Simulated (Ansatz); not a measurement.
Relaxation of a periodic cell of 31 atoms, Al30Cu (host Al, host structure fcc, dopant Cu, one Al atom removed), to a largest force component of 0.03 eV/Å in at most 60 steps.

Theory: Ansatz 0.2.0, DFT PBE, scalar-relativistic, plane waves, PAW. Settings: PAW set soft_1, cutoff 420 eV, k mesh 3x3x3, gaussian smearing 0.15 eV, no spin polarisation.

```xyz
31
Lattice="8.1000 0.0000 0.0000 0.0000 8.1000 0.0000 0.0000 0.0000 8.1000" Properties=species:S:1:pos:R:3
Al 4.050 0.000 0.000
Al 6.075 2.025 0.000
Cu 6.075 -2.025 4.050
Al 0.000 0.000 0.000
Al 2.025 2.025 0.000
Al 4.050 4.050 0.000
Al 6.075 6.075 0.000
Al 2.025 0.000 2.025
Al 4.050 2.025 2.025
Al 6.075 4.050 2.025
Al 4.050 0.000 4.050
Al 6.075 2.025 4.050
Al 6.075 0.000 6.075
Al 0.000 4.050 0.000
Al 2.025 6.075 0.000
Al 0.000 2.025 2.025
Al 2.025 4.050 2.025
Al 4.050 6.075 2.025
Al 0.000 0.000 4.050
Al 2.025 2.025 4.050
Al 4.050 4.050 4.050
Al 2.025 0.000 6.075
Al 4.050 2.025 6.075
Al 6.075 4.050 6.075
Al 0.000 6.075 2.025
Al 0.000 4.050 4.050
Al 2.025 6.075 4.050
Al 0.000 2.025 6.075
Al 2.025 4.050 6.075
Al 4.050 6.075 6.075
Al 0.000 6.075 6.075
```

**Question.** Where does it end, and by what steps?

**Answer.** The run converged. Limits of this set-up: coarse k mesh, a small cell, in which the defect meets its images, a typed lattice constant that wasn't relaxed here. After 2 steps the energy has fallen by 0.125 eV; Al25 moved furthest, 0.10 Å.

```tsv
step	energy less start (eV)	largest force component (eV/Å)	accepted
0	0.0000	0.317	yes
1	-0.1201	0.048	yes
2	-0.1250	0.013	yes
```

```xyz
31
Lattice="8.1000 0.0000 0.0000 0.0000 8.1000 0.0000 0.0000 0.0000 8.1000" Properties=species:S:1:pos:R:3
Al 4.070 0.002 0.018
Al 6.075 2.005 0.020
Cu 6.075 -2.061 4.086
Al -0.020 0.002 0.018
Al 2.025 2.033 -0.008
Al 4.040 4.054 -0.006
Al 6.075 6.099 0.015
Al 2.025 -0.002 2.027
Al 4.070 2.007 2.023
Al 6.075 4.077 2.055
Al 4.139 -0.033 4.009
Al 6.075 2.010 4.026
Al 6.075 -0.030 6.048
Al 0.010 4.054 -0.006
Al 2.025 6.067 -0.005
Al -0.020 2.007 2.023
Al 2.025 4.064 2.030
Al 4.139 6.116 2.058
Al -0.089 -0.033 4.009
Al 2.025 2.030 4.058
Al 4.056 4.077 4.062
Al 2.025 -0.005 6.061
Al 4.040 2.031 6.071
Al 6.075 4.054 6.071
Al -0.089 6.116 2.058
Al -0.006 4.077 4.062
Al 2.025 6.071 4.054
Al 0.010 2.031 6.071
Al 2.025 4.053 6.072
Al 4.056 6.063 6.048
Al -0.006 6.063 6.048
```

Whether the end is a true minimum wasn't checked by a vibrational analysis.

Time of the run: 27 s on 4 threads of Arm Neoverse V1, with other jobs on the host, peak memory 1.3 GiB.
